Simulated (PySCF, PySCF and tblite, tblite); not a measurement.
# C₄H₁₀BFN₂: a path driven as rotation about a bond, and NMR exchange, part 2 of 2

PySCF and tblite. Atoms count from 0.

## 7. Shieldings, start: PBE0/pcSseg-1

The job: settings as JSON, then the geometry in Å.

```
{"job": {"kind": "nmr", "xc": "PBE0", "basis": "pcSseg-1", "pop": false}, "charge": 0, "multiplicity": 1}
C     -0.353904     1.747994     0.962231
C     -0.191231     0.517034     0.492209
B      1.217511    -0.058874     0.057115
N      1.572262    -1.390466     0.332341
N      2.112723     0.775166    -0.627368
C     -1.378783    -0.397513     0.329088
C     -1.654993    -0.691893    -1.141739
F     -2.529667     0.144870     0.886995
H      0.483589     2.414234     1.085618
H     -1.315885     2.132709     1.262862
H      2.472915    -1.771986     0.103164
H      1.007958    -2.018461     0.873382
H      1.895559     1.724824    -0.865484
H      3.029473     0.489164    -0.921848
H     -1.215144    -1.335325     0.878902
H     -0.786807    -1.172615    -1.581568
H     -1.852440     0.239155    -1.667693
H     -2.521896    -1.341699    -1.238377
```

The program printed:

```text
coarse grid: 14840 points
cycle   1  E = -392.0775094689  dE =  9.130e-01  |g| = 7.066e-01  |ddm| = 3.615e+00
cycle   2  E = -392.0425861009  dE =  3.492e-02  |g| = 8.699e-01  |ddm| = 1.163e+00
cycle   3  E = -392.1813255825  dE = -1.387e-01  |g| = 8.333e-02  |ddm| = 6.452e-01
cycle   4  E = -392.1824955161  dE = -1.170e-03  |g| = 3.551e-02  |ddm| = 9.249e-02
cycle   5  E = -392.1827358715  dE = -2.404e-04  |g| = 1.138e-02  |ddm| = 3.765e-02
cycle   6  E = -392.1827646034  dE = -2.873e-05  |g| = 3.108e-03  |ddm| = 1.031e-02
cycle   7  E = -392.1827668232  dE = -2.220e-06  |g| = 8.120e-04  |ddm| = 2.862e-03
final grid: 143352 points
cycle   8  E = -392.2295305636  dE = -4.934e-05  |g| = 1.079e-02  |ddm| = 3.478e-02
cycle   9  E = -392.2295199260  dE =  1.064e-05  |g| = 1.333e-02  |ddm| = 1.712e-02
cycle  10  E = -392.2295559193  dE = -3.599e-05  |g| = 1.287e-03  |ddm| = 9.183e-03
cycle  11  E = -392.2295562026  dE = -2.833e-07  |g| = 2.937e-04  |ddm| = 1.176e-03
cycle  12  E = -392.2295562144  dE = -1.180e-08  |g| = 1.537e-04  |ddm| = 2.975e-04
cycle  13  E = -392.2295562202  dE = -5.846e-09  |g| = 2.623e-05  |ddm| = 1.499e-04
cycle  14  E = -392.2295562204  dE = -1.464e-10  |g| = 8.220e-06  |ddm| = 2.890e-05
converged SCF energy = -392.2295562204

GIAO shielding tensors (ppm)
atom      isotropic    diamagn.    paramagn.     s11        s22        s33       span
  0 C       64.274     252.702    -188.428    -48.442     67.688    173.575    222.017
  1 C       26.616     263.804    -237.188    -88.343     12.831    155.361    243.704
  2 B       75.462     193.875    -118.413     47.128     65.127    114.132     67.004
  3 N      205.918     317.303    -111.385    158.363    213.923    245.469     87.106
  4 N      201.518     317.332    -115.814    155.565    202.079    246.909     91.343
  5 C       90.917     243.495    -152.579     58.045     74.921    139.784     81.739
  6 C      161.711     250.211     -88.500    146.921    154.209    184.004     37.082
  7 F      383.000     473.222     -90.222    357.251    373.424    418.326     61.075
  8 H       26.063      32.085      -6.022     23.131     24.961     30.097      6.966
  9 H       25.690      31.649      -5.959     23.008     23.956     30.105      7.098
 10 H       29.579      30.856      -1.277     23.522     26.762     38.453     14.931
 11 H       29.524      32.801      -3.277     22.973     28.485     37.115     14.142
 12 H       29.184      32.848      -3.664     23.105     27.472     36.975     13.870
 13 H       29.594      30.857      -1.264     23.575     26.710     38.497     14.922
 14 H       26.335      31.781      -5.446     22.403     26.403     30.200      7.797
 15 H       30.293      31.243      -0.950     25.644     30.556     34.679      9.035
 16 H       30.553      30.827      -0.274     27.650     29.168     34.843      7.193
 17 H       30.096      28.984       1.112     26.444     27.408     36.436      9.992
```

Run time: 39 s. Hardware: 1 thread of Arm Neoverse N1, shared host; peak memory 0.84 GiB.

In short: HOMO -7.02 eV, LUMO 0.14 eV; dipole 3.32 D.

## 8. Shieldings: PBE0/pcSseg-1

The job: settings as JSON, then the geometry in Å.

```
{"job": {"kind": "nmr", "xc": "PBE0", "basis": "pcSseg-1", "pop": false}, "charge": 0, "multiplicity": 1}
C     -0.369410     1.795160     0.901530
C     -0.225159     0.536312     0.501199
B      1.179700    -0.097941     0.120241
N      1.555946    -1.491332     0.421492
N      2.121045     0.686193    -0.521666
C     -1.426074    -0.372705     0.412180
C     -1.790609    -0.663203    -1.041010
F     -2.538491     0.176666     1.034901
H      0.475386     2.459140     0.979864
H     -1.324452     2.204733     1.192576
H      0.972424    -2.179539    -0.034213
H      1.534578    -1.701624     1.410329
H      1.975243     1.647230    -0.778062
H      3.031997     0.334775    -0.763104
H     -1.232515    -1.310090     0.953557
H     -0.948942    -1.129980    -1.544578
H     -2.032274     0.269344    -1.545745
H     -2.654560    -1.322471    -1.087376
```

The program printed:

```text
coarse grid: 14840 points
cycle   1  E = -392.0549897973  dE =  8.771e-01  |g| = 7.115e-01  |ddm| = 3.603e+00
cycle   2  E = -392.0103096779  dE =  4.468e-02  |g| = 8.991e-01  |ddm| = 1.305e+00
cycle   3  E = -392.1590820603  dE = -1.488e-01  |g| = 8.962e-02  |ddm| = 7.471e-01
cycle   4  E = -392.1605147681  dE = -1.433e-03  |g| = 3.884e-02  |ddm| = 1.025e-01
cycle   5  E = -392.1608244169  dE = -3.096e-04  |g| = 1.280e-02  |ddm| = 4.105e-02
cycle   6  E = -392.1608611946  dE = -3.678e-05  |g| = 3.552e-03  |ddm| = 1.216e-02
cycle   7  E = -392.1608642364  dE = -3.042e-06  |g| = 7.441e-04  |ddm| = 3.263e-03
final grid: 143352 points
cycle   8  E = -392.2079437815  dE = -5.320e-05  |g| = 1.091e-02  |ddm| = 3.754e-02
cycle   9  E = -392.2079318130  dE =  1.197e-05  |g| = 1.368e-02  |ddm| = 1.912e-02
cycle  10  E = -392.2079697893  dE = -3.798e-05  |g| = 1.222e-03  |ddm| = 1.016e-02
cycle  11  E = -392.2079700627  dE = -2.734e-07  |g| = 2.705e-04  |ddm| = 1.147e-03
cycle  12  E = -392.2079700729  dE = -1.025e-08  |g| = 1.300e-04  |ddm| = 2.611e-04
cycle  13  E = -392.2079700769  dE = -3.989e-09  |g| = 3.318e-05  |ddm| = 1.380e-04
cycle  14  E = -392.2079700772  dE = -2.514e-10  |g| = 9.275e-06  |ddm| = 3.341e-05
converged SCF energy = -392.2079700772

GIAO shielding tensors (ppm)
atom      isotropic    diamagn.    paramagn.     s11        s22        s33       span
  0 C       62.928     252.669    -189.742    -47.669     64.698    171.754    219.423
  1 C       24.066     265.741    -241.675    -88.596      7.817    152.976    241.572
  2 B       64.969     192.960    -127.992     34.640     55.098    105.169     70.529
  3 N      246.828     317.352     -70.523    197.290    253.578    289.617     92.327
  4 N      156.334     318.208    -161.873     67.682    187.888    213.433    145.751
  5 C       91.357     243.819    -152.461     59.540     73.868    140.664     81.125
  6 C      161.486     250.390     -88.905    147.950    153.602    182.905     34.955
  7 F      384.456     473.128     -88.672    350.744    377.865    424.758     74.014
  8 H       26.032      32.459      -6.427     23.105     25.160     29.831      6.726
  9 H       25.684      31.669      -5.985     23.000     23.965     30.087      7.087
 10 H       31.656      32.459      -0.803     25.296     28.286     41.387     16.091
 11 H       31.804      31.612       0.192     26.349     26.712     42.351     16.002
 12 H       27.650      32.789      -5.139     22.415     26.400     34.135     11.720
 13 H       27.660      30.253      -2.593     22.958     24.825     35.197     12.239
 14 H       26.163      31.920      -5.757     22.222     25.883     30.384      8.162
 15 H       30.898      31.983      -1.085     26.710     30.748     35.236      8.526
 16 H       30.581      30.898      -0.317     27.618     29.147     34.978      7.360
 17 H       30.080      29.101       0.979     26.504     27.280     36.455      9.952
```

Wall time 38 s (1 thread of Arm Neoverse N1, shared host); peak memory 0.88 GiB.

Key values: HOMO -6.89 eV, LUMO -0.38 eV; dipole 1.84 D.

## 9. Single-point energy, saddle of leg 1: PBE0/pcSseg-1

The job: settings as JSON, then the geometry in Å.

```
{"job": {"kind": "sp", "xc": "PBE0", "basis": "pcSseg-1", "pop": false}, "charge": 0, "multiplicity": 1}
C     -0.376911     1.846312     0.769852
C     -0.195609     0.566354     0.456783
B      1.203425    -0.067689     0.094883
N      1.396750    -1.521140     0.252258
N      2.232738     0.749338    -0.361729
C     -1.365806    -0.384057     0.460962
C     -1.790578    -0.749103    -0.957285
F     -2.464360     0.157881     1.117161
H      0.439819     2.549075     0.790545
H     -1.342984     2.239645     1.045215
H      2.139118    -1.753646     0.898437
H      1.607307    -1.997181    -0.614633
H      2.135510     1.742393    -0.486899
H      3.154281     0.416191    -0.593697
H     -1.097074    -1.287403     1.021389
H     -0.968669    -1.250728    -1.457127
H     -2.052216     0.152315    -1.507153
H     -2.654741    -1.408558    -0.928961
```

The program printed:

```text
coarse grid: 14840 points
cycle   1  E = -392.0548966407  dE =  8.778e-01  |g| = 7.058e-01  |ddm| = 3.608e+00
cycle   2  E = -392.0183807400  dE =  3.652e-02  |g| = 8.697e-01  |ddm| = 1.294e+00
cycle   3  E = -392.1584258405  dE = -1.400e-01  |g| = 7.556e-02  |ddm| = 7.203e-01
cycle   4  E = -392.1593922104  dE = -9.664e-04  |g| = 3.264e-02  |ddm| = 8.185e-02
cycle   5  E = -392.1596087797  dE = -2.166e-04  |g| = 7.586e-03  |ddm| = 3.258e-02
cycle   6  E = -392.1596178305  dE = -9.051e-06  |g| = 3.337e-03  |ddm| = 7.877e-03
cycle   7  E = -392.1596202252  dE = -2.395e-06  |g| = 8.109e-04  |ddm| = 3.089e-03
final grid: 143352 points
cycle   8  E = -392.2066556811  dE = -5.288e-05  |g| = 1.062e-02  |ddm| = 3.533e-02
cycle   9  E = -392.2066451749  dE =  1.051e-05  |g| = 1.315e-02  |ddm| = 1.798e-02
cycle  10  E = -392.2066806405  dE = -3.547e-05  |g| = 1.179e-03  |ddm| = 9.487e-03
cycle  11  E = -392.2066808790  dE = -2.384e-07  |g| = 2.800e-04  |ddm| = 1.100e-03
cycle  12  E = -392.2066808899  dE = -1.097e-08  |g| = 1.245e-04  |ddm| = 2.569e-04
cycle  13  E = -392.2066808936  dE = -3.634e-09  |g| = 3.468e-05  |ddm| = 1.296e-04
cycle  14  E = -392.2066808938  dE = -2.797e-10  |g| = 1.028e-05  |ddm| = 3.481e-05
converged SCF energy = -392.2066808938
```

Wall time 20 s (1 thread of Arm Neoverse N1, shared host); peak memory 0.64 GiB.

This run: HOMO -7.01 eV, LUMO -0.56 eV; dipole 4.31 D.

## 10. Kinetics and line shapes

The job: settings as JSON, then the geometry in Å.

```
{"job": {"smiles": "C=C(B(N)N)C(C)F", "charge": 0, "mult": 1, "motion": "rotation", "what": "aminoborane", "atoms": [2, 3], "drives": [{"terms": [["t", [1, 2, 3, 10], 0.25], ["t", [1, 2, 3, 11], 0.25], ["t", [4, 2, 3, 10], 0.25], ["t", [4, 2, 3, 11], 0.25]], "by": 180, "n": 12}], "flip": [2, 3], "study": "path", "level": {"kind": "nmr", "xc": "PBE0", "basis": "pcSseg-1"}, "fields": [90, 360, 400], "first": 5, "seed": 784, "kind": "path"}, "charge": 0, "multiplicity": 1}
C     -0.353904     1.747994     0.962231
C     -0.191231     0.517034     0.492209
B      1.217511    -0.058874     0.057115
N      1.572262    -1.390466     0.332341
N      2.112723     0.775166    -0.627368
C     -1.378783    -0.397513     0.329088
C     -1.654993    -0.691893    -1.141739
F     -2.529667     0.144870     0.886995
H      0.483589     2.414234     1.085618
H     -1.315885     2.132709     1.262862
H      2.472915    -1.771986     0.103164
H      1.007958    -2.018461     0.873382
H      1.895559     1.724824    -0.865484
H      3.029473     0.489164    -0.921848
H     -1.215144    -1.335325     0.878902
H     -0.786807    -1.172615    -1.581568
H     -1.852440     0.239155    -1.667693
H     -2.521896    -1.341699    -1.238377
```

The program printed:

```text
stationary points (kcal/mol above the start)
  n  kind          group   xTB      DFT    lowest mode
  0  minimum      C1       0.00     0.00      30.2
  1  saddle       C1      13.45    14.39    -433.4
  2  saddle       C1      13.29    13.53    -387.2
  3  minimum      C1       0.00     0.00      28.1

GFN2-xTB energies: T/K, barrier G, reaction G (kcal/mol), k forward, k back (1/s)
 150.00    12.77    -0.02    1.4e-06   1.32e-06
 200.00    12.81    -0.02     0.0778     0.0731
 250.00    12.87    -0.03       54.9       51.6
 298.15    12.96    -0.04   3.79e+03   3.57e+03
 350.00    13.06    -0.04   9.85e+04   9.26e+04
 400.00    13.18    -0.05   1.02e+06   9.62e+05
 500.00    13.46    -0.06    2.7e+07   2.54e+07

PBE0/pcSseg-1 + D3(BJ) energies: T/K, barrier G, reaction G (kcal/mol), k forward, k back (1/s)
 150.00    13.01    -0.02   3.74e-07   3.48e-07
 200.00    13.05    -0.03     0.0262     0.0244
 250.00    13.12    -0.03       21.8       20.3
 298.15    13.20    -0.04   1.69e+03   1.58e+03
 350.00    13.31    -0.05   4.83e+04   4.52e+04
 400.00    13.43    -0.05   5.39e+05   5.05e+05
 500.00    13.70    -0.06   1.59e+07   1.49e+07
```

Wall time 2.1 min (1 thread of Arm Neoverse N1, shared host); peak memory 0.88 GiB. This counts the whole study up to here.

Barriers by level (kcal/mol; entropies in cal/(mol K)). Zero-point and thermal terms come from xTB in every row. ΔG‡ leaves symmetry out; the rate counts one path and all 2 saddles; effective ΔG‡, where given, is the barrier that would give that rate by Eyring's equation alone:

```tsv
level	ΔE‡	with zero-point	ΔH‡	ΔS‡	ΔG‡ (298 K)	ΔE of reaction	k at 298 K (1/s)	effective ΔG‡
GFN2-xTB	13.29	12.73	12.38	-1.9	12.96	0.00	3.8e+03	12.57
PBE0/pcSseg-1 + D3(BJ)	13.53	12.97	12.62	-1.9	13.20	0.00	1.7e+03	13.05
```

Sites that the driver pairs across this motion, and where their lines would merge (no couplings; faster rotations or exchange between molecules can average them sooner):

```tsv
nucleus	sites: shielding (ppm)	proton frequency (MHz)	spread (Hz)	coalescence (K)	lines at 298 K
1H	H10: 29.58; H11: 29.52	90	5	243	1
1H	H10: 29.58; H11: 29.52	360	20	256	1
1H	H10: 29.58; H11: 29.52	400	22	258	1
```

## 11. Outcome

This closing draws on all 2 parts.

| quantity | value |
| --- | --- |
| barrier (PBE0/pcSseg-1 + D3(BJ)) | ΔE‡ 13.5, ΔG‡(298 K) 13.2 kcal/mol |
| barrier (GFN2-xTB) | ΔE‡ 13.3 kcal/mol |
| rate at 298 K | 1.7e+03 s⁻¹ |
| end of the path | the start, renumbered or mirrored |
| coalescence of 1H H10 | 258 K at 400 MHz |

What this shows: DFT puts the top 13.5 kcal/mol above the start (xTB: 13.3); the rate from the DFT barrier is 1.7e+03 s⁻¹ at 298 K. An error of 1.4 kcal/mol changes that rate tenfold. The 1H lines of H10 and its partners, 22 Hz apart at 400 MHz, merge at 258 K, so by this path alone the exchange at 298 K is fast for them; other paths were not followed.
